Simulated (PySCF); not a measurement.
# B2O2 (diboron dioxide) at 3 levels

Aim: a comparison of 3 runs (CAM-B3LYP/aug-cc-pVDZ, TPSS/aug-cc-pVDZ, wB97X/aug-cc-pVDZ) of B2O2 (diboron dioxide). 

The calculation is run with PySCF 2.14.0.

1 further run of the same task is left out (set aside as unsound or not needed).

## 1. The molecule

B2O2: 4 atoms, total charge 0, spin state singlet. SMILES: `O=BB=O`. The coordinates come from a PBE0-D4/def2-TZVP relaxation.

Bond lengths: O1–B2 1.197 Å, B2–B3 1.640 Å, B3–O4 1.197 Å. Angles: O1–B2–B3 180.0°, B2–B3–O4 180.0°.

## 2. The energy at CAM-B3LYP/aug-cc-pVDZ (run 1)

mol.xyz

```xyz
4
B2O2
O     -0.743090     0.459760     1.817650
B     -0.302300     0.187070     0.739120
B      0.302150    -0.186920    -0.739220
O      0.743230    -0.459920    -1.817550
```

run.py

```python
from pyscf import gto, dft

mol = gto.M(
    atom='mol.xyz',
    max_memory=1860,
    basis='aug-cc-pvdz',
    charge=0,
    verbose=3,
)

mf = dft.RKS(mol)
mf.xc = 'cam-b3lyp'
mf.conv_tol = 1e-10
mf.grids.level = 5
mf.kernel()
if not mf.converged:
    mf = mf.newton().run(mf.mo_coeff, mf.mo_occ)

e_final = mf.e_tot
print('E = %.10f Eh' % e_final)
```

Command:

```
OMP_NUM_THREADS=1 python run.py
```

Log:

```text
converged SCF energy = -200.179987775956
E = -200.1799877760 Eh
```

Wall time 15 s (1 thread of Intel Xeon Platinum 8488C (Sapphire Rapids), shared host); peak memory 0.45 GiB.

## 3. The energy at TPSS/aug-cc-pVDZ (run 2)

run.py

```python
from pyscf import gto, dft

molecule = gto.M(
    atom=[
    ('O', (-0.743090, 0.459760, 1.817650)),
    ('B', (-0.302300, 0.187070, 0.739120)),
    ('B', (0.302150, -0.186920, -0.739220)),
    ('O', (0.743230, -0.459920, -1.817550)),
],
    spin=0,
    max_memory=1860,
    verbose=3,
    basis='aug-cc-pvdz',
    charge=0,
)

calc0 = dft.RKS(molecule)
calc0.xc = 'tpss'
calc0.grids.level = 5
calc0.conv_tol = 1e-10
calc0.kernel()
if not calc0.converged:
    calc0 = calc0.newton().run(calc0.mo_coeff, calc0.mo_occ)

energy = calc0.e_tot
print('Final energy', energy)
```

Command:

```
OMP_NUM_THREADS=1 python run.py
```

Log:

```text
converged SCF energy = -200.291099438696
Final energy -200.2910994386957
```

It took 16 s on 1 thread of Intel Xeon Platinum 8488C (Sapphire Rapids), shared host; peak memory 0.5 GiB.

## 4. A single-point energy at wB97X/aug-cc-pVDZ (run 3)

start.xyz

```xyz
4
B2O2
O     -0.743090     0.459760     1.817650
B     -0.302300     0.187070     0.739120
B      0.302150    -0.186920    -0.739220
O      0.743230    -0.459920    -1.817550
```

run.py

```python
from pyscf import gto, dft

mol = gto.Mole()
mol.atom = 'start.xyz'
mol.verbose = 3
mol.basis = 'aug-cc-pvdz'
mol.charge = 0
mol.max_memory = 1860
mol.build()

calc0 = dft.RKS(mol, xc='wb97x')
calc0.conv_tol = 1e-10
calc0.grids.level = 5
calc0.kernel()
if not calc0.converged:
    calc0 = calc0.newton().run(calc0.mo_coeff, calc0.mo_occ)

energy = calc0.e_tot
print('E(%s) = %.9f' % ('WB97X', energy))
```

Command:

```
OMP_NUM_THREADS=1 python run.py
```

Log:

```text
converged SCF energy = -200.203193377102
E(WB97X) = -200.203193377
```

It took 15 s on 1 thread of Intel Xeon Platinum 8488C (Sapphire Rapids), shared host; peak memory 0.44 GiB.

## 5. All runs side by side

```
run                  level  energy (Eh)  dipole moment (D)  HOMO energy (eV)  LUMO energy (eV)  wall time
  1  CAM-B3LYP/aug-cc-pVDZ  -200.179988               0.00            -12.48             -1.35       15 s
  2       TPSS/aug-cc-pVDZ  -200.291099               0.00             -9.51             -3.17       16 s
  3      wB97X/aug-cc-pVDZ  -200.203193               0.00            -13.48             -0.24       15 s
```

## 6. Summary of results

| quantity | value |
| --- | --- |
| run 3: total energy | -200.20319 Eh |
| run 3: dipole moment | 0.00 D |
| run 3: HOMO energy | -13.48 eV |
| run 3: LUMO energy | -0.24 eV |
| run 3: HOMO–LUMO gap | 13.24 eV |

What this shows: The HOMO–LUMO gap runs from 6.33 eV (TPSS/aug-cc-pVDZ) to 13.24 eV (wB97X/aug-cc-pVDZ). Totals of different functionals can't be ranked against each other. All runs together took 46 s, the longest 16 s.
